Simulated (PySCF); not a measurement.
# Cl4Cr ([CrCl4]2-): the cost of one run

Programs: PySCF 2.14.0, with routines of our own; each step states its level. All values are computed. Atoms count from 0.

## (1) The system as given

5 atoms, charge -2, states of the metal's open shell are computed; geometry from: model start, shaken.

## (2) Geometry optimisation at PBE0-D3(BJ)/def2-TZVP

Job settings and geometry (Å):

```
{"job": {"xc": "PBE0", "basis": "def2-TZVP", "d3": "d3bj", "grid": 1, "maxiter": 45, "solvent": "water", "kind": "geom"}, "charge": -2, "metal": "Cr", "open_shell": "d4"}
Cr     0.000020     0.004480    -0.004110
Cl     1.518290     1.524830     0.995180
Cl    -1.530740    -1.511540     1.002670
Cl    -1.540950     1.538990    -1.004700
Cl     1.533230    -1.545600    -1.010500
```

Launch:

```console
$ OMP_NUM_THREADS=1 python lf_run.py task.json out
```

The driver reads the jobs from task.json and runs them one after another.

Q: Estimate the wall time and peak memory of this first job on 1 thread of Arm Neoverse V1, shared host.

About 5 min, with a peak of 1.3 GiB.
